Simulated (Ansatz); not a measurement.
Crystal: Y2Ge3.

```
Y Ge
1.0
     4.39243    0.00000    0.00000
    -2.19621    3.80395    0.00000
     0.00000    0.00000    7.10729
Y Ge
2 3
Direct
  0.00000 0.00000 0.27007
  0.00000 0.00000 0.72993
  0.66667 0.33333 0.00000
  0.66667 0.33333 0.50000
  0.33333 0.66667 0.00000
```

The cell comes from a database or a generator and needn't be the stable form of this composition.

* Program: Ansatz 0.2.0
* Task: relaxation of cell and atoms
* Functional: r2SCAN
* Dispersion: rVV10
* Potentials or basis: Ansatz PAW
* Cutoff: 500 eV (not typed: the program's choice for these potentials)
* k mesh: 7 × 7 × 4
* Occupations: fermi-dirac, width 0.05 eV
* Spin: no spin polarisation

At the start: volume 23.75 Å³/atom.

**Question.** Where does the relaxation end?

**Answer.** It ends after 5 steps and the volume is 23.28 Å³/atom (-2.0 %); space group P-6m2 (No. 187, to 0.05 Å).

The path:
| step | energy change (eV) | largest force (eV/Å) | volume (Å³) |
| --- | --- | --- | --- |
| 1 | 0.0000 | 0.1426 | 118.75 |
| 2 | -0.0062 | 0.2893 | 115.65 |
| 3 | -0.0136 | 0.0074 | 116.32 |
| 4 | -0.0137 | 0.0009 | 116.38 |
| 5 | -0.0131 | 0.0008 | 116.38 |

Final structure:
```
CELL_PARAMETERS angstrom
4.35150 0.00000 0.00000
-2.17575 3.76851 0.00000
0.00000 0.00000 7.09687
ATOMIC_POSITIONS crystal
Y 0.00000 0.00000 0.26878
Y 0.00000 0.00000 0.73122
Ge 0.66667 0.33333 0.00000
Ge 0.66667 0.33333 0.50000
Ge 0.33333 0.66667 0.00000
```

Caveat: the plane-wave basis is chosen anew once the cell has moved, so the energies of steps on either side of that aren't comparable; the PAW data sets come from PBE, with cores solved anew for the run's functional, which leaves a small shift of forces and pressure.
